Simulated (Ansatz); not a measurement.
# AlFe3: the cost of one run

Method: DFT PBEsol, scalar-relativistic, plane waves, PAW, in Ansatz 0.2.0.

### Step 1. The system as given

Symmetry: Fm-3m, No. 225, cubic system. The conventional cell has a = 5.662 Å, b = 5.662 Å, c = 5.662 Å, α = 90.00°, β = 90.00°, γ = 90.00°. Around Al (site symmetry m-3m) lie 8 Fe at 2.45 Å. Fe (site symmetry m-3m) is surrounded by 8 Fe at 2.45 Å. Fe (site symmetry -43m) is surrounded by 4 Al at 2.45 Å and 4 Fe at 2.45 Å.

Structure file:

```xyz
4
Lattice="0.0000 2.8308 2.8308 2.8308 0.0000 2.8308 2.8308 2.8308 0.0000" Properties=species:S:1:pos:R:3 pbc="T T T"
Al    0.0000    0.0000    0.0000
Fe    2.8308    2.8308    2.8308
Fe    1.4154    1.4154    1.4154
Fe    4.2462    4.2462    4.2462
```

It goes back to an entry of the Materials Project, which need not be the stable form.

This cell was relaxed beforehand with the same method: volume 11.34 Å³/atom, gap on the mesh none (metal), site moments up to 2.3 μB.

### Step 2. The cell as listed, for comparison

input.yaml reads:

```yaml
crystal:
  lattice:
    - [0.0, 2.8871421494, 2.8871421494]
    - [2.8871421494, 0.0, 2.8871421494]
    - [2.8871421494, 2.8871421494, 0.0]
  atoms:
    - { symbol: Al, position: [0.0, 0.0, 0.0] }
    - { symbol: Fe, position: [0.5, 0.5, 0.5], spin: 2.57 }
    - { symbol: Fe, position: [0.25, 0.25, 0.25], spin: 2.0 }
    - { symbol: Fe, position: [0.75, 0.75, 0.75], spin: 2.0 }
basis:
  ecutwfc: 420
kpoints:
  mp_grid: { grid: [12, 12, 12] }
hamiltonian:
  xc: pbesol
scf:
  occupations: { method: gaussian, width: 0.1 }
output:
  forces: true
  stress: true
  eigenvalues: true
  populations: true
magnetization:
  spin_polarized: true
```

On the command line:

```console
ansatz run input.yaml --threads 1 --pin off --max-ram 2560MiB --backend cpu --events-out ev --progress --plain --runs-dir out
```

**Question.** How long does this run take on 1 thread of AMD EPYC (Zen 3), shared host, and how much memory does it need?

About 50 s, with a peak of 0.54 GiB.
